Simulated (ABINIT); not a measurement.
Crystal: NiMoIrPdW.

```
Ni Mo Pd Ir W
1.0
    -1.37004    1.37004    9.71647
     1.37004   -1.37004    9.71647
     1.37004    1.37004   -9.71647
Ni Mo Pd Ir W
1 1 1 1 1
Direct
  0.19862 0.19862 0.00000
  0.60922 0.60922 0.00000
  0.79310 0.79310 0.00000
  0.39944 0.39944 0.00000
  0.99565 0.99565 0.00000
```

The cell was built by a generator and needn't be a form met in nature.

Program: ABINIT 10.8.3 (patched build). Alike in all runs: potentials or basis Ansatz PAW PBE generated set soft_1, frozen core; spin collinear, ferromagnetic start; cell as given; k mesh 9 × 9 × 9; smearing fermi-dirac 0.05 eV; the mesh is coarse, so values aren't converged.

Q: Order these runs on this cell by their pressure, lowest first.
A. level PBEsol; cutoff (eV) 490; fine-grid cutoff 979.61 eV
B. level LDA; cutoff (eV) 490; fine-grid cutoff 979.61 eV
C. level PBE; cutoff (eV) 419; k mesh for the DOS 13 × 13 × 13; fine-grid cutoff 838.111 eV

A: B (-14.4 GPa), A (-9.0 GPa), C (0.1 GPa).

Caveats: all runs use coarse meshes; small starting moments can end in a higher magnetic state in this program; the PAW data sets were made with another functional, which shifts forces and pressure a little (some runs).

Not every run made on this cell is shown here.
